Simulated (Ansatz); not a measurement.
## HfIn4SiO6 in Ansatz: the effect of functional

HfIn4SiO6:

```xyz
12
Lattice="5.2774 0.0000 0.0000 -2.6387 4.5704 0.0000 0.0000 0.0000 10.5590" Properties=species:S:1:pos:R:3 pbc="T T T"
Hf    2.6387    1.5234    0.0000
In    0.0000    0.0000    3.2148
In    0.0000    0.0000    7.3442
In    0.0000    3.0469    8.3331
In    0.0000    3.0469    2.2260
Si    0.0000    0.0000    0.0000
O     3.2747    3.2219    9.5002
O     1.4858    0.1234    1.0589
O     0.8498    1.2250    9.5002
O     2.0027    3.2219    1.0589
O     3.7916    0.1234    9.5002
O     4.4277    1.2250    1.0589
```

The cell was built by a generator and needn't be a form met in nature.

Alike in all runs:

| Quantity | Value |
| --- | --- |
| Program | Ansatz 0.2.0 |
| Task | single point |
| Potentials or basis | Ansatz PAW |
| k mesh | 3 × 3 × 1 |
| Occupations | fermi-dirac, width 0.05 eV |
| Spin | no spin polarisation |

```tsv
functional	cutoff	gap on the mesh (eV)	pressure (GPa)	largest force (eV/Å)
r2SCANh	500 eV (not typed: the program's choice for these potentials)	0.33	-3.5	0.44
r2SCAN0	500 eV (not typed: the program's choice for these potentials)	?	?	?
PBE0	420 eV (not typed: the program's choice for these potentials)	0.87	-2.7	0.42
```

Task: What does the run with functional r2SCAN0 give?

Result: gap on the mesh 0.84 eV; pressure -4.4 GPa; largest force 0.57 eV/Å.

Caveats: all runs use coarse meshes; odd divisions of the mesh miss points on the zone boundary, where band edges often lie, so the gap on the mesh can be too wide; spin-orbit coupling is left out, which moves the levels of the heavy elements; the PAW data sets come from PBE, with cores solved anew for the run's functional, which leaves a small shift of forces and pressure; the thresholds are loose for stress.

A k mesh can miss the band edges.
